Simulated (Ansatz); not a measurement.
**C₅H₆AgNO: basis-set convergence**

An exercise on one series of results from a longer session: the logs are not shown, and one member is left open.

Program: Ansatz 0.2.0, Gaussian basis. Level of theory: one geometry, several basis sets. These are calculated values, not measurements.

The runs, in order: PBE0-D4/def2-SVP; ωB97M-V/def2-SVP; PBE0-D4/def2-QZVPP; ωB97M-V/def2-QZVPP; the functionals' def2-TZVPP values are taken from earlier runs.

### The geometry

All runs share one geometry, relaxed beforehand with PBE0-D4 in a triple-zeta def2 set. Ag takes the def2 core potential; no spin-orbit term is included.

SMILES `[OH][Ag-][n+]1ccccc1`, 14 atoms, charge 0, spin multiplicity 1.

Atoms are counted from 1 here; the program's logs count them from 0.

Bond lengths: O1–Ag2 1.977 Å, O1–H9 0.960 Å, Ag2–N3 2.106 Å, N3–C4 1.336 Å, N3–C8 1.336 Å, C4–C5 1.382 Å, C4–H10 1.083 Å, C5–C6 1.385 Å, C5–H11 1.082 Å, C6–C7 1.385 Å, C6–H12 1.084 Å, C7–C8 1.382 Å, C7–H13 1.082 Å, C8–H14 1.083 Å. Angles: Ag2–O1–H9 109.8°, O1–Ag2–N3 176.0°, Ag2–N3–C4 121.2°, Ag2–N3–C8 120.5°, C4–N3–C8 118.2°, N3–C4–C5 122.7°, N3–C4–H10 116.2°, C5–C4–H10 121.1°, C4–C5–C6 118.9°, C4–C5–H11 119.6°, C6–C5–H11 121.5°, C5–C6–C7 118.6°, C5–C6–H12 120.7°, C7–C6–H12 120.7°, C6–C7–C8 118.9°, C6–C7–H13 121.5°, C8–C7–H13 119.6°, N3–C8–C7 122.7° and more.

Set-up of the first run:

File in.yaml:

```yaml
crystal:
  periodic: [false, false, false]
  atoms:
    - {symbol: O, position_ang: [-2.715892, -3.608126, 0.695169]}
    - {symbol: Ag, position_ang: [-1.566352, -2.019068, 0.444112]}
    - {symbol: N, position_ang: [-0.284081, -0.393418, 0.060861]}
    - {symbol: C, position_ang: [-0.236473, 0.659973, 0.881125]}
    - {symbol: C, position_ang: [0.594347, 1.742077, 0.659477]}
    - {symbol: C, position_ang: [1.413292, 1.738866, -0.457020]}
    - {symbol: C, position_ang: [1.366967, 0.648996, -1.309755]}
    - {symbol: C, position_ang: [0.507426, -0.392745, -1.015843]}
    - {symbol: H, position_ang: [-3.287224, -3.479530, 1.455443]}
    - {symbol: H, position_ang: [-0.890797, 0.625513, 1.743317]}
    - {symbol: H, position_ang: [0.592918, 2.569885, 1.356860]}
    - {symbol: H, position_ang: [2.076452, 2.571647, -0.659213]}
    - {symbol: H, position_ang: [1.986603, 0.597814, -2.195763]}
    - {symbol: H, position_ang: [0.442803, -1.261874, -1.658769]}
basis:
  gaussian: {orbitals: def2-SVP}
hamiltonian: {xc: pbe0, dispersion: d4}
output: {orbitals: {seedname: orbitals}}
```

Run with:

```sh
$ ansatz run in.yaml --threads 2 --pin off --events-out ev --progress --plain --max-ram 20480MiB --backend cpu
```

Steps of the session up to this table: PBE0-D4 in def2-SVP; ωB97M-V in def2-SVP; PBE0-D4 in def2-QZVPP; ωB97M-V in def2-QZVPP.

One table of the session follows, with a row left open; its other results are not shown here.

It belongs to the step «Functionals by basis». 

| functional | basis | HOMO (eV) | LUMO (eV) |
| --- | --- | --- | --- |
| PBE0-D4 | def2-SVP | -5.50 | -1.95 |
| PBE0-D4 | def2-TZVPP | -5.79 | -2.03 |
| PBE0-D4 | def2-QZVPP | -5.87 | -2.06 |
| ωB97M-V | def2-SVP | -7.81 | 0.15 |
| ωB97M-V | def2-TZVPP | ? | ? |
| ωB97M-V | def2-QZVPP | -8.25 | -0.04 |

**Question.** Estimate the row for ωB97M-V, def2-TZVPP.

**Answer.** HOMO (eV): -8.16; LUMO (eV): 0.01. In the column «HOMO (eV)» it lies between ωB97M-V, def2-QZVPP (-8.25) and ωB97M-V, def2-SVP (-7.81).
